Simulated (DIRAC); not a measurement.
**BBrF2 (SMILES FB(F)Br): FS-CCSD/dyall-v2z (DC, active holes 6, kind ip, uncontracted yes, window high 6.29 Eh)**

We compute ionisation energies of BBrF2. 

The results are computed with DIRAC 26.1 (patched).

9 further runs of the same task are left out: 9 set aside as unsound or not needed. Runs told in other sessions of the task aren't counted.

## Step 1: The molecule

BBrF2: 4 atoms, total charge 0, spin state singlet. SMILES: `FB(F)Br`. The coordinates come from a GFN2-xTB, symmetrised relaxation.

Bond lengths: F1–B2 1.307 Å, B2–F3 1.307 Å, B2–Br4 1.848 Å. Angles: F1–B2–F3 117.1°, F1–B2–Br4 121.4°, F3–B2–Br4 121.4°.

## Step 2: Ionisation energies at FS-CCSD/dyall-v2z (DC, active holes 6, kind ip, uncontracted yes, window high 6.29 Eh)

Input file mol.xyz:

```xyz
4
BBrF2
F      -0.94908015     -1.71356029     -0.23521512
B      -0.83796068     -0.41473724     -0.14663336
F      -1.93327790      0.28697638     -0.26916397
Br      0.79870086      0.39530612      0.13976335
```

Input file scf.inp:

```
# DIRAC input
**DIRAC
.WAVE FUNCTION
**INTEGRALS
*READIN
.UNCONTRACT
**WAVE FUNCTION
.SCF
.RELCCSD
*SCF
.CLOSED SHELL
 58
**MOLTRA
.ACTIVE
energy -2.402 6.29 0.001
**RELCC
.FOCKSP
*CCFSPC
.MAXIT
120
.DOIE
.NACTH
3 3
**MOLECULE
*BASIS
.DEFAULT
dyall.v2z
**END OF INPUT
```

Command:

```
pam --inp=scf.inp --mol=mol.xyz --noarch --mw=163 --aw=368
```

**Question.** What will come out? Wanted: total energy; HOMO energy; LUMO energy; HOMO–LUMO gap; first ionisation energy.

Answer, from the run:

Level: FS-CCSD/dyall-v2z (DC, active holes 6, kind ip, uncontracted yes, window high 6.29 Eh), 17 core orbitals frozen.

```
                             quantity           value
                         total energy  -2829.61058 Eh
  HOMO energy (Hartree–Fock orbitals)       -12.17 eV
  LUMO energy (Hartree–Fock orbitals)         3.42 eV
HOMO–LUMO gap (Hartree–Fock orbitals)        15.59 eV
              first ionisation energy        11.69 eV
```
